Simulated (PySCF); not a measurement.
**C2H7GeNSi (SMILES [CH3][GeH]([SiH3])[C]#N): levels of theory compared**

We compute a comparison of 6 runs (HF/STO-3G, HF/3-21G, HF/def2-SVP, PBE0/STO-3G, B3LYP/6-31G*) of C2H7GeNSi. Input form: a Python script.

The calculation is run with PySCF 2.14.0.

## Step 1: The system as given

C2H7GeNSi has 12 atoms, charge 0, and is taken as a singlet. As SMILES, `[CH3][GeH]([SiH3])[C]#N`. The shape comes from GFN2-xTB, which is rough for such elements, and wasn't checked as a minimum.

Bond lengths: C1–Ge2 1.980 Å, Ge2–Si3 2.354 Å, Ge2–C4 1.924 Å, C4–N5 1.146 Å, C1–H6 1.088 Å, C1–H7 1.088 Å, C1–H8 1.088 Å, Ge2–H9 1.521 Å, Si3–H10 1.461 Å, Si3–H11 1.463 Å, Si3–H12 1.464 Å. Some angles: C1–Ge2–Si3 117.1°, C1–Ge2–C4 105.4°, Si3–Ge2–C4 109.5°, Ge2–C4–N5 177.6°, C1–Ge2–H9 107.0°, Si3–Ge2–H9 116.0°, C4–Ge2–H9 100.0°, Ge2–C1–H6 110.3°, Ge2–C1–H7 111.4°, Ge2–C1–H8 110.6°.

## Step 2: Energy and gradient at HF/STO-3G (run 1)

job.py reads:

```python
# [CH3][GeH]([SiH3])[C]#N
import pyscf.grad
from pyscf import gto

molecule = gto.Mole()
molecule.atom = '''
C     -3.393022    -0.719608     0.723671
Ge    -0.032522     0.925002     0.682323
Si     3.471276    -1.651696    -0.255963
C     -0.288580     3.577913    -1.790345
N     -0.358084     5.138638    -3.290599
H     -3.471389    -2.148184     2.199471
H     -4.890687     0.644926     1.068659
H     -3.769172    -1.642852    -1.074706
H      0.163235     2.496026     3.082370
H      5.794392    -0.159512    -0.263938
H      3.107938    -2.818980    -2.735794
H      3.666598    -3.641672     1.654852
'''
molecule.basis = 'sto-3g'
molecule.max_memory = 1860
molecule.verbose = 4
molecule.unit = 'bohr'
molecule.build()

myscf = molecule.RHF()
myscf.conv_tol = 1e-10
myscf.kernel()
if not myscf.converged:
    myscf = myscf.newton().run(myscf.mo_coeff, myscf.mo_occ)

energy = myscf.e_tot
print('E = %.10f Eh' % energy)
grad = myscf.Gradients().kernel()
dip = myscf.dip_moment()
pop, q = myscf.mulliken_pop()
```

Started as:

```bash
$ OMP_NUM_THREADS=1 python job.py
```

Output:

```text
PySCF version 2.14.0

[... 68 lines left out ...]
converged SCF energy = -2470.0347206199
[... 12 lines left out ...]
Dipole moment(X, Y, Z, Debye):  0.77390, -3.31840,  2.32154
[... 23 lines left out ...]
pop of  1 Ge 3dx2-y2      1.98983
pop of  2 Si 1s           1.99961
pop of  2 Si 2s           1.98739
pop of  2 Si 3s           1.22978
pop of  2 Si 2px          1.96455
pop of  2 Si 2py          1.96489
pop of  2 Si 2pz          1.96517
pop of  2 Si 3px          0.78617
pop of  2 Si 3py          0.78599
pop of  2 Si 3pz          0.78820
pop of  3 C 1s            1.99526
pop of  3 C 2s            1.22934
pop of  3 C 2px           0.95898
pop of  3 C 2py           0.98267
pop of  3 C 2pz           0.97664
pop of  4 N 1s            1.99752
pop of  4 N 2s            1.76557
pop of  4 N 2px           1.04157
pop of  4 N 2py           1.22093
pop of  4 N 2pz           1.20062
pop of  5 H 1s            0.94350
pop of  6 H 1s            0.93435
pop of  7 H 1s            0.94117
pop of  8 H 1s            1.11689
pop of  9 H 1s            1.13682
pop of  10 H 1s           1.13947
pop of  11 H 1s           1.14359
 ** Mulliken atomic charges  **
charge of    0C =     -0.32775
charge of    1Ge =      0.52438
charge of    2Si =      0.52827
charge of    3C =     -0.14291
charge of    4N =     -0.22622
charge of    5H =      0.05650
charge of    6H =      0.06565
charge of    7H =      0.05883
charge of    8H =     -0.11689
charge of    9H =     -0.13682
charge of   10H =     -0.13947
charge of   11H =     -0.14359
```

It took 11 s on 1 thread of Intel Xeon at 2.50GHz (Skylake/Cascade Lake), shared host; peak memory 0.12 GiB.

## Step 3: Energy and gradient at HF/3-21G (run 2)

calc.py reads:

```python
import pyscf.grad
from pyscf import gto, scf

mol = gto.Mole()
mol.atom = [
    ('C', (-1.795510, -0.380800, 0.382950)),
    ('Ge', (-0.017210, 0.489490, 0.361070)),
    ('Si', (1.836920, -0.874040, -0.135450)),
    ('C', (-0.152710, 1.893350, -0.947410)),
    ('N', (-0.189490, 2.719250, -1.741310)),
    ('H', (-1.836980, -1.136770, 1.163910)),
    ('H', (-2.588040, 0.341280, 0.565510)),
    ('H', (-1.994560, -0.869360, -0.568710)),
    ('H', (0.086380, 1.320840, 1.631120)),
    ('H', (3.066260, -0.084410, -0.139670)),
    ('H', (1.644650, -1.491740, -1.447720)),
    ('H', (1.940280, -1.927090, 0.875710)),
]
mol.verbose = 4
mol.charge = 0
mol.max_memory = 1860
mol.basis = '3-21g'
mol.build()

mf = scf.RHF(mol)
mf.conv_tol = 1e-10
mf.kernel()
if not mf.converged:
    mf = mf.newton().run(mf.mo_coeff, mf.mo_occ)

e_final = mf.e_tot
print(f'total energy: {e_final:.8f} hartree')
grad = mf.Gradients().kernel()
mf.analyze()
```

Started as:

```bash
$ OMP_NUM_THREADS=1 python calc.py
```

Output:

```text
PySCF version 2.14.0

[... 85 lines left out ...]
Nuclear Repulsion Energy =             408.148521456747801
[... 9 lines left out ...]
MO #4   energy= -45.9795936186573  occ= 2
[... 7 lines left out ...]
MO #12  energy= -5.13727403762089  occ= 2
[... 7 lines left out ...]
MO #20  energy= -1.58411599771619  occ= 2
[... 7 lines left out ...]
MO #28  energy= -0.578289213028365 occ= 2
[... 7 lines left out ...]
MO #36  energy= -0.412074588412116 occ= 2
[... 7 lines left out ...]
MO #44  energy= 0.281647572829433  occ= 0
[... 7 lines left out ...]
MO #52  energy= 0.477972636143664  occ= 0
[... 7 lines left out ...]
MO #60  energy= 1.073862069815     occ= 0
[... 7 lines left out ...]
MO #68  energy= 1.35801692660727   occ= 0
[... 7 lines left out ...]
MO #76  energy= 3.03580722763126   occ= 0
[... 52 lines left out ...]
pop of  3 C 3px           0.00252
pop of  3 C 3py           0.01519
pop of  3 C 3pz           0.01412
pop of  4 N 1s            1.99968
pop of  4 N 2s            1.55744
pop of  4 N 3s            0.00936
pop of  4 N 2px           1.03003
pop of  4 N 2py           1.28834
pop of  4 N 2pz           1.26537
pop of  4 N 3px           0.00036
pop of  4 N 3py           0.00122
pop of  4 N 3pz           0.00123
pop of  5 H 1s            0.88641
pop of  5 H 2s            0.00837
pop of  6 H 1s            0.87563
pop of  6 H 2s            0.00906
pop of  7 H 1s            0.88387
pop of  7 H 2s            0.00862
pop of  8 H 1s            1.10057
pop of  8 H 2s            0.00104
pop of  9 H 1s            1.07442
pop of  9 H 2s            0.00163
pop of  10 H 1s           1.07731
pop of  10 H 2s           0.00164
pop of  11 H 1s           1.08352
pop of  11 H 2s           0.00163
 ** Mulliken atomic charges  **
charge of    0C =     -0.50399
charge of    1Ge =      0.61951
charge of    2Si =      0.25391
charge of    3C =     -0.20268
charge of    4N =     -0.15303
charge of    5H =      0.10522
charge of    6H =      0.11531
charge of    7H =      0.10751
charge of    8H =     -0.10162
charge of    9H =     -0.07604
charge of   10H =     -0.07895
charge of   11H =     -0.08515
Dipole moment(X, Y, Z, Debye):  0.09021, -3.40779,  2.42380
```

Wall time 11 s (1 thread of Intel Xeon at 2.50GHz (Skylake/Cascade Lake), shared host); peak memory 0.15 GiB.

## Step 4: Energy and gradient at HF/def2-SVP (run 3)

job.py reads:

```python
# [CH3][GeH]([SiH3])[C]#N
from pyscf import gto

mol = gto.M(
    atom='''
C       -1.795510      -0.380800       0.382950
Ge      -0.017210       0.489490       0.361070
Si       1.836920      -0.874040      -0.135450
C       -0.152710       1.893350      -0.947410
N       -0.189490       2.719250      -1.741310
H       -1.836980      -1.136770       1.163910
H       -2.588040       0.341280       0.565510
H       -1.994560      -0.869360      -0.568710
H        0.086380       1.320840       1.631120
H        3.066260      -0.084410      -0.139670
H        1.644650      -1.491740      -1.447720
H        1.940280      -1.927090       0.875710
''',
    verbose=3,
    spin=0,
    max_memory=1860,
    basis='def2-svp',
    charge=0,
)

hf = mol.RHF()
hf.conv_tol = 1e-10
hf.kernel()
if not hf.converged:
    hf = hf.newton().run(hf.mo_coeff, hf.mo_occ)

energy = hf.e_tot
print('Final energy', energy)
grad = hf.nuc_grad_method().kernel()
hf.analyze()
```

Started as:

```bash
$ OMP_NUM_THREADS=1 python job.py
```

Output:

```text
converged SCF energy = -2498.10437032746
[... 15 lines left out ...]
MO #6   energy= -46.2527273785553  occ= 2
[... 10 lines left out ...]
MO #17  energy= -4.25598183783105  occ= 2
[... 10 lines left out ...]
MO #28  energy= -0.580973462550378 occ= 2
[... 10 lines left out ...]
MO #39  energy= 0.143015259263469  occ= 0
[... 10 lines left out ...]
MO #50  energy= 0.373366972203272  occ= 0
[... 10 lines left out ...]
MO #61  energy= 0.662507839067431  occ= 0
[... 10 lines left out ...]
MO #72  energy= 0.882737629476273  occ= 0
[... 10 lines left out ...]
MO #83  energy= 1.17716229590187   occ= 0
[... 10 lines left out ...]
MO #94  energy= 1.86314147222715   occ= 0
[... 10 lines left out ...]
MO #105 energy= 2.1843984917583    occ= 0
[... 10 lines left out ...]
MO #116 energy= 2.80202778071596   occ= 0
[... 10 lines left out ...]
MO #127 energy= 3.75416504502626   occ= 0
[... 13 lines left out ...]
Dipole moment(X, Y, Z, Debye):  0.17662, -3.65370,  2.54757
```

Run time: 60 s. Hardware: 1 thread of Intel Xeon at 2.50GHz (Skylake/Cascade Lake), shared host; peak memory 0.37 GiB.

Runs 4 to 5 aren't shown in full; the table further down has their settings and results.

## Step 5: Energy and gradient at B3LYP/6-31G(d) (Cartesian functions) (run 6)

run.py reads:

```python
from pyscf import gto, dft

mol = gto.Mole()
mol.atom = '''
C     -3.393022    -0.719608     0.723671
Ge    -0.032522     0.925002     0.682323
Si     3.471276    -1.651696    -0.255963
C     -0.288580     3.577913    -1.790345
N     -0.358084     5.138638    -3.290599
H     -3.471389    -2.148184     2.199471
H     -4.890687     0.644926     1.068659
H     -3.769172    -1.642852    -1.074706
H      0.163235     2.496026     3.082370
H      5.794392    -0.159512    -0.263938
H      3.107938    -2.818980    -2.735794
H      3.666598    -3.641672     1.654852
'''
mol.unit = 'bohr'
mol.max_memory = 1860
mol.spin = 0
mol.charge = 0
mol.cart = True
mol.basis = '6-31g*'
mol.verbose = 3
mol.build()

mf = dft.RKS(mol)
mf.xc = 'b3lyp'
mf.conv_tol = 1e-10
mf.grids.level = 5
mf.kernel()
if not mf.converged:
    mf = mf.newton().run(mf.mo_coeff, mf.mo_occ)

e_final = mf.e_tot
print(f'total energy: {e_final:.8f} hartree')
grad = mf.nuc_grad_method().kernel()
mf.analyze()
```

Started as:

```bash
$ OMP_NUM_THREADS=1 python run.py
```

Output:

```text
converged SCF energy = -2501.42931297397
[... 12 lines left out ...]
MO #3   energy= -49.8314176589597  occ= 2
[... 9 lines left out ...]
MO #13  energy= -4.42503414078024  occ= 2
[... 9 lines left out ...]
MO #23  energy= -0.895471214615    occ= 2
[... 9 lines left out ...]
MO #33  energy= -0.34809791646783  occ= 2
[... 9 lines left out ...]
MO #43  energy= 0.0883792488235347 occ= 0
[... 9 lines left out ...]
MO #53  energy= 0.232316878698838  occ= 0
[... 9 lines left out ...]
MO #63  energy= 0.597702628844451  occ= 0
[... 9 lines left out ...]
MO #73  energy= 0.854783288459772  occ= 0
[... 9 lines left out ...]
MO #83  energy= 1.16113397023017   occ= 0
[... 9 lines left out ...]
MO #93  energy= 1.74950752999404   occ= 0
[... 9 lines left out ...]
MO #103 energy= 2.98653036054323   occ= 0
[... 9 lines left out ...]
MO #113 energy= 86.7594718737004   occ= 0
[... 13 lines left out ...]
Dipole moment(X, Y, Z, Debye):  0.04272, -3.55282,  2.46296
```

Run time: 2.4 min. Hardware: 1 thread of Intel Xeon at 2.50GHz (Skylake/Cascade Lake), shared host; peak memory 1.2 GiB.

## Step 6: The series

```csv
run,level,integration grid,Cartesian functions,energy (Eh),dipole moment (D),HOMO energy (eV),LUMO energy (eV),wall time
1,HF/STO-3G,–,no,-2470.034721,4.12,-9.41,9.24,11 s
2,HF/3-21G,–,no,-2486.262987,4.18,-11.21,3.19,11 s
3,HF/def2-SVP,–,no,-2498.104370,4.46,-11.38,2.90,60 s
4,PBE0/STO-3G,5,no,-2472.253166,4.02,-6.29,4.30,44 s
5,B3LYP/6-31G* (spherical functions),5,no,-2501.418944,4.33,-8.28,-0.35,2.3 min
6,B3LYP/6-31G* (Cartesian functions),5,yes,-2501.429313,4.32,-8.29,-0.36,2.4 min
```

## Step 7: What came out

| quantity | value |
| --- | --- |
| run 6: total energy | -2501.42931 Eh |
| run 6: dipole moment | 4.32 D |
| run 6: HOMO energy | -8.29 eV |
| run 6: LUMO energy | -0.36 eV |
| run 6: HOMO–LUMO gap | 7.93 eV |
| run 6: largest force on an atom | 2.283 eV/Å |

The dipole moment (its size) runs from 4.02 D (PBE0/STO-3G) to 4.46 D (HF/def2-SVP). The two ends differ in method and basis. The HOMO–LUMO gap runs from 7.93 eV (B3LYP/6-31G*) to 18.65 eV (HF/STO-3G). Totals of different functionals can't be ranked against each other. In runs 1, 4 the basis is minimal, so the values are rough. All runs together took 6.7 min, the longest 2.4 min.
